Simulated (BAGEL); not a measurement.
**Ge2H6 (Ge(GeH3)H3): PBE0/def2-SVP (density fitting with qzvpp-jkfit)**

Aim: the energy change on altering one bond length of Ge2H6 (Ge(GeH3)H3) at PBE0/def2-SVP (density fitting with qzvpp-jkfit), from 2 runs. 

The calculation is run with BAGEL 1.2.2.

## 1. The structure to begin with

The species is Ge2H6 (8 atoms), meant as a singlet with charge 0. As SMILES, `[H][Ge]([H])([H])[GeH3]`. Geometry: a GFN2-xTB relaxation, a rough one for these elements and not checked as a minimum.

Bond lengths: Ge1–Ge2 2.363 Å, Ge2–H3 1.498 Å, Ge2–H4 1.497 Å, Ge2–H5 1.498 Å, Ge1–H6 1.498 Å, Ge1–H7 1.497 Å, Ge1–H8 1.498 Å. Some angles: Ge1–Ge2–H3 113.2°, Ge1–Ge2–H4 112.9°, Ge1–Ge2–H5 113.2°, Ge2–Ge1–H6 113.1°, Ge2–Ge1–H7 113.1°, Ge2–Ge1–H8 113.1°, H3–Ge2–H4 105.7°, H3–Ge2–H5 105.5°, H4–Ge2–H5 105.6°, H6–Ge1–H7 105.6°.

## 2. A single-point energy at PBE0/def2-SVP (density fitting with qzvpp-jkfit)

Contents of dft.json:

```json
{ "bagel" : [

{
  "title" : "molecule",
  "basis" : "svp",
  "df_basis" : "qzvpp-jkfit",
  "angstrom" : true,
  "geometry" : [
    { "atom" : "Ge", "xyz" : [   -0.003060,    0.007410,   -1.181420 ] },
    { "atom" : "Ge", "xyz" : [    0.002720,   -0.006290,    1.181150 ] },
    { "atom" : "H", "xyz" : [    0.802050,    1.112210,    1.775620 ] },
    { "atom" : "H", "xyz" : [    0.577430,   -1.264360,    1.754610 ] },
    { "atom" : "H", "xyz" : [   -1.366140,    0.120300,    1.775810 ] },
    { "atom" : "H", "xyz" : [    1.373270,   -0.009620,   -1.772570 ] },
    { "atom" : "H", "xyz" : [   -0.675890,    1.213330,   -1.760140 ] },
    { "atom" : "H", "xyz" : [   -0.710380,   -1.172980,   -1.773050 ] }
  ]
},
{ "title" : "ks", "xc_func" : "pbe0" },
{ "title" : "print", "file" : "orbitals.molden", "orbitals" : true }

]}
```

Run with:

```
$ BAGEL_NUM_THREADS=1 BAGEL dft.json > dft.out
```

The program printed:

```text
* using 1 threads per process

  ===============================================================
  ===============================================================

  *** Geometry ***

  { "atom" : "Ge", "xyz" : [     -0.005783,      0.014003,     -2.232560 ] },
  { "atom" : "Ge", "xyz" : [      0.005140,     -0.011886,      2.232050 ] },
  { "atom" : "H", "xyz" : [      1.515655,      2.101772,      3.355436 ] },
  { "atom" : "H", "xyz" : [      1.091185,     -2.389294,      3.315732 ] },
  { "atom" : "H", "xyz" : [     -2.581630,      0.227334,      3.355795 ] },
  { "atom" : "H", "xyz" : [      2.595104,     -0.018179,     -3.349672 ] },
  { "atom" : "H", "xyz" : [     -1.277247,      2.292861,     -3.326183 ] },
  { "atom" : "H", "xyz" : [     -1.342424,     -2.216611,     -3.350579 ] },

  Number of auxiliary basis functions:      640

  Since a DF basis is specified, we compute 2- and 3-index integrals:
    o Being stored without compression. Storage requirement is 0.045 GB

  Number of basis functions:       94
  Number of electrons      :       70

    * METHOD: MOLECULE                             0.41

  *** Kohn-Sham DFT ***

    * Removing 12695 points whose weight is below 1.00e-10
    * Grid points: 106553

  === Nuclear Repulsion ===
   330.9218125690

       - DIIS with orbital gradients will be used.

  === KS iteration (pbe0 / svp) ===
      0      -4099.25561622          0.11176637           0.61
      1      -3982.45128642          0.33531732           0.60
      2      -4115.79110145          0.13861061           0.56
      3      -4153.67971415          0.05786539           0.58
      4      -4156.16397683          0.02712113           0.55
      5      -4156.49431521          0.00986321           0.55
      6      -4156.53726543          0.00317657           0.55
      7      -4156.54202813          0.00050035           0.55
      8      -4156.54213223          0.00014111           0.55
      9      -4156.54214768          0.00001270           0.55
     10      -4156.54214775          0.00000770           0.55
     11      -4156.54214778          0.00000107           0.55
     12      -4156.54214778          0.00000045           0.55
     13      -4156.54214778          0.00000005           0.54
     14      -4156.54214778          0.00000001           0.55
     15      -4156.54214778          0.00000001           0.58
    * SCF iteration converged.

    * Permanent dipole moment:
           (    0.000122,    -0.000595,     0.000557) a.u.

    * METHOD: KS                                   9.43

    * METHOD: PRINT                                0.02

  ===============================================================
```

Run time: 10 s. Hardware: 1 thread of Arm Neoverse V2, shared host; peak memory 0.53 GiB.

## 3. The distorted shape, same level

Contents of calc.json:

```json
{ "bagel" : [

{
  "title" : "molecule",
  "basis" : "svp",
  "df_basis" : "qzvpp-jkfit",
  "angstrom" : true,
  "geometry" : [
    { "atom" : "Ge", "xyz" : [    1.639596,   -0.144500,   -1.895023 ] },
    { "atom" : "Ge", "xyz" : [    1.645376,   -0.158200,    0.467547 ] },
    { "atom" : "H", "xyz" : [    2.444706,    0.960300,    1.062017 ] },
    { "atom" : "H", "xyz" : [    2.220086,   -1.416270,    1.041007 ] },
    { "atom" : "H", "xyz" : [   -1.366140,    0.120300,    1.775810 ] },
    { "atom" : "H", "xyz" : [    3.015926,   -0.161530,   -2.486173 ] },
    { "atom" : "H", "xyz" : [    0.966766,    1.061420,   -2.473743 ] },
    { "atom" : "H", "xyz" : [    0.932276,   -1.324890,   -2.486653 ] }
  ]
},
{ "title" : "ks", "xc_func" : "pbe0" },
{ "title" : "print", "file" : "orbitals.molden", "orbitals" : true }

]}
```

Run with:

```
$ BAGEL_NUM_THREADS=1 BAGEL calc.json > calc.out
```

The program printed:

```text
* using 1 threads per process

  ===============================================================
  ===============================================================

  *** Geometry ***

  { "atom" : "Ge", "xyz" : [      3.098387,     -0.273065,     -3.581074 ] },
  { "atom" : "Ge", "xyz" : [      3.109310,     -0.298955,      0.883536 ] },
  { "atom" : "H", "xyz" : [      4.619825,      1.814704,      2.006921 ] },
  { "atom" : "H", "xyz" : [      4.195355,     -2.676362,      1.967218 ] },
  { "atom" : "H", "xyz" : [     -2.581630,      0.227334,      3.355795 ] },
  { "atom" : "H", "xyz" : [      5.699274,     -0.305247,     -4.698186 ] },
  { "atom" : "H", "xyz" : [      1.826923,      2.005793,     -4.674697 ] },
  { "atom" : "H", "xyz" : [      1.761746,     -2.503679,     -4.699093 ] },

  Number of auxiliary basis functions:      640

  Since a DF basis is specified, we compute 2- and 3-index integrals:
    o Being stored without compression. Storage requirement is 0.045 GB

  Number of basis functions:       94
  Number of electrons      :       70

    * METHOD: MOLECULE                             0.40

  *** Kohn-Sham DFT ***

    * Removing 11769 points whose weight is below 1.00e-10
    * Grid points: 107479

  === Nuclear Repulsion ===
   322.8462138916

       - DIIS with orbital gradients will be used.

  === KS iteration (pbe0 / svp) ===
      0      -4098.93777036          0.11133263           0.58
      1      -3977.03961472          0.34224050           0.56
      2      -4106.46317037          0.13718361           0.56
      3      -4042.62386958          0.15473114           0.57
      4      -4043.16875174          0.19237195           0.58
      5      -4154.70404578          0.05324174           0.59
      6      -4156.07319399          0.01714254           0.60
      7      -4156.11554031          0.00795174           0.58
      8      -4156.26761049          0.00763934           0.57
      9      -4156.34000709          0.00520632           0.58
     10      -4156.34726966          0.00500592           0.59
     11      -4156.34490834          0.00511960           0.61
     12      -4156.35174696          0.00471252           0.55
     13      -4156.38659099          0.00129382           0.55
     14      -4156.38704780          0.00084520           0.55
     15      -4156.38794700          0.00033084           0.55
     16      -4156.38804907          0.00016035           0.55
     17      -4156.38808452          0.00003536           0.55
     18      -4156.38808589          0.00000954           0.54
     19      -4156.38808592          0.00000492           0.55
     20      -4156.38808594          0.00000137           0.55
     21      -4156.38808594          0.00000032           0.56
     22      -4156.38808594          0.00000015           0.57
     23      -4156.38808594          0.00000048           0.58
     24      -4156.38808594          0.00000003           0.58
     25      -4156.38808594          0.00000001           0.57
     26      -4156.38808594          0.00000000           0.58
    * SCF iteration converged.

    * Permanent dipole moment:
           (   -0.919312,     0.081302,     0.548512) a.u.

    * METHOD: KS                                  15.83

    * METHOD: PRINT                                0.02

  ===============================================================
```

Wall time 17 s (1 thread of Arm Neoverse V2, shared host); peak memory 0.54 GiB.

## 4. Results

Level: PBE0/def2-SVP (density fitting with qzvpp-jkfit).

| quantity | value |
| --- | --- |
| first shape: total energy | -4156.54215 Eh |
| first shape: dipole moment | 0.00 D |
| first shape: HOMO energy | -8.57 eV |
| first shape: LUMO energy | 0.74 eV |
| first shape: HOMO–LUMO gap | 9.31 eV |
| distorted shape: total energy | -4156.38809 Eh |
| distorted shape: dipole moment | 2.73 D |
| distorted shape: HOMO energy | -6.40 eV |
| distorted shape: LUMO energy | -3.79 eV |
| distorted shape: HOMO–LUMO gap | 2.60 eV |
| energy change with the Ge2–H5 bond stretched from 1.498 to 3.295 Å | 4.192 eV |

**Reading.** One bond (distorted shape) is far stretched, which a spin-restricted single reference describes badly; a broken-symmetry solution may lie lower. With the Ge2–H5 bond stretched from 1.498 to 3.295 Å the energy rises by 4.19 eV (404 kJ/mol). The first shape isn't relaxed at this level, so the change isn't measured from a minimum. A restricted reference can't describe the breaking bond well at this length.
